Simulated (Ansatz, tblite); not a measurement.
**The cluster Si5Se5: rung by rung**

How do method and basis change the picture of the cluster Si5Se5 (singlet)?

The runs use Ansatz 0.2.0, Gaussian basis; as each input shows.

The runs, in order: GFN1-xTB, GFN2-xTB, PBE-D4/def2-TZVP, r2SCAN-D4/def2-TZVP, LDA/def2-TZVP, PBE-D4/def2-SVP, PBE0-D4/def2-SVP, HF/STO-3G, MP2/def2-SVP.

2 further runs of the same task are left out: 2 set aside as unsound or not needed.

## 1. The geometry

The geometry is that of the singlet, from an earlier relaxation (PBE-D4/def2-SVP). At that level it is the lowest of the isomers that a small search found.

10 atoms, charge 0, spin multiplicity 1.

Bond lengths: Si1–Se6 2.520 Å, Si1–Se7 2.597 Å, Si1–Se8 2.336 Å, Si2–Se7 2.597 Å, Si2–Se8 2.336 Å, Si2–Se10 2.520 Å, Si3–Se6 2.456 Å, Si3–Se9 2.562 Å, Si3–Se10 2.456 Å, Si4–Se6 2.470 Å, Si4–Se7 2.575 Å, Si4–Se9 2.482 Å, Si5–Se7 2.575 Å, Si5–Se9 2.482 Å, Si5–Se10 2.470 Å. Angles: Se6–Si1–Se7 92.7°, Se6–Si1–Se8 107.2°, Se7–Si1–Se8 97.9°, Se7–Si2–Se8 97.9°, Se7–Si2–Se10 92.7°, Se8–Si2–Se10 107.2°, Se6–Si3–Se9 92.8°, Se6–Si3–Se10 101.0°, Se9–Si3–Se10 92.8°, Se6–Si4–Se7 94.4°, Se6–Si4–Se9 94.4°, Se7–Si4–Se9 93.4°, Se7–Si5–Se9 93.4°, Se7–Si5–Se10 94.4°, Se9–Si5–Se10 94.4°, Si1–Se6–Si3 121.6°, Si1–Se6–Si4 76.5°, Si3–Se6–Si4 87.3° and more.

PBE0-D4/def2-TZVP was run before; its log isn't repeated, and its numbers join the tables.

## 2. GFN1-xTB

Tight binding, by tblite at 300 K electronic temperature and without a spin-polarisation term:

```python
tblite.interface.Calculator('GFN1-xTB', numbers, positions, charge=0, uhf=0).singlepoint()
```

Energy -707.7911 eV, HOMO -8.03 eV, LUMO -6.09 eV; 0.088 s.

## 3. GFN2-xTB

Tight binding, by tblite at 300 K electronic temperature and without a spin-polarisation term:

```python
tblite.interface.Calculator('GFN2-xTB', numbers, positions, charge=0, uhf=0).singlepoint()
```

Energy -672.4155 eV, HOMO -10.28 eV, LUMO -8.52 eV; 0.16 s.

## 4. PBE-D4/def2-TZVP

start.molden holds the orbitals of an earlier run on this state, given as this run's starting guess.

in.yaml

```yaml
crystal:
  periodic: [false, false, false]
  atoms:
    - {symbol: Si, position_ang: [-1.181544, -1.568039, 1.414737]}
    - {symbol: Si, position_ang: [-2.210531, 0.955825, -0.238239]}
    - {symbol: Si, position_ang: [1.512059, -0.596602, -1.851946]}
    - {symbol: Si, position_ang: [1.709085, -0.480869, 1.541734]}
    - {symbol: Si, position_ang: [0.590962, 2.261658, -0.254561]}
    - {symbol: Se, position_ang: [0.785142, -2.115220, -0.063213]}
    - {symbol: Se, position_ang: [-0.453036, 0.911321, 1.673406]}
    - {symbol: Se, position_ang: [-3.021049, -1.219710, 0.018106]}
    - {symbol: Se, position_ang: [2.707388, 0.965579, -0.211102]}
    - {symbol: Se, position_ang: [-0.438476, 0.886037, -2.028923]}
basis:
  gaussian: {orbitals: def2-TZVP, initial_orbitals: start.molden}
hamiltonian: {xc: pbe, dispersion: d4}
scf: {omitted_lower_state_checks: [starts]}
output: {forces: true, orbitals: {seedname: orbitals}}
```

Run with:

```bash
ansatz run in.yaml --threads 6 --pin off --events-out ev --progress --plain --max-ram 7833MiB
```

After this run come: r2SCAN-D4/def2-TZVP; LDA/def2-TZVP; PBE-D4/def2-SVP; PBE0-D4/def2-SVP; HF/STO-3G; MP2/def2-SVP.

**Question.** What will the summary of the whole plan be? Wanted: gap in def2-TZVP, named functionals, smallest and largest; correlation energy, MP2/def2-SVP; binding an atom, functionals in def2-TZVP; PBE0 total energy, smallest basis above largest.

As calculated:

```
                                                 quantity                              value
gap in def2-TZVP, named functionals, smallest and largest   1.70 eV (LDA), 3.25 eV (PBE0-D4)
                         correlation energy, MP2/def2-SVP                          -44.24 eV
                binding an atom, functionals in def2-TZVP  3.39 (r2SCAN-D4) to 4.08 eV (LDA)
          PBE0 total energy, smallest basis above largest     53.70 eV (def2-SVP, def2-TZVP)
```

**Reading.** Orbital gaps of the named functionals in def2-TZVP span 1.70 eV (LDA) to 3.25 eV (PBE0-D4); exact exchange widens it.
